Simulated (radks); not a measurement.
**Pd⁴⁺ in [Ar] 3d10 4s2 4p5.5 4d6.5: an all-electron calculation**

What are the levels of the palladium ion Pd4+, how large are its shells, and how does its energy divide?

Program: radks (a radial shooting solver on a logarithmic mesh, Libxc functionals) version 1. Level of theory: Dirac Kohn-Sham, PBEsol, spin-unpolarised, spherical densities, point nucleus; open shells fill j = l - 1/2 first. These are calculated values, not measurements, unless marked.

### Step 1. Starting point

- element: palladium (Z = 46)
- charge: +4
- electrons: 42
- configuration: [Ar] 3d10 4s2 4p5.5 4d6.5

### Step 2. Self-consistent calculation

The run's settings:

```text
Z 46
configuration [Ar] 3d10 4s2 4p5.5 4d6.5 5s0 5p0 4f0 5d0
relativity Dirac
functional pbe_sol,pbe_sol
spin unpolarised
j_filling energy
nucleus point
c 137.035999084
```

Launch:

```
$ python run_ks.py task.json out
```

All runs below come from this command, one after another.

Q: Predict the outcome of this run.

The runs gave:

| quantity | value |
| --- | --- |
| total energy | -5039.43027 hartree |
| exchange-correlation share of it | 2.77 % |
| −T/E | 1.0445 |
| highest occupied level | 4d5/2, -57.431 eV |
| most extended occupied level | 4d5/2, <r> = 1.25 bohr |
| radius at density 0.001 e/bohr³ | 2.94 bohr |
| maxima of the radial density | 4 |

What this shows: The radial density shows 4 maxima for 4 occupied principal shells. Relativity lifts −T/E to 1.045. This is not the tabulated ground configuration, so its levels and sizes aren't those of the ground state, and no measured value stands beside it.
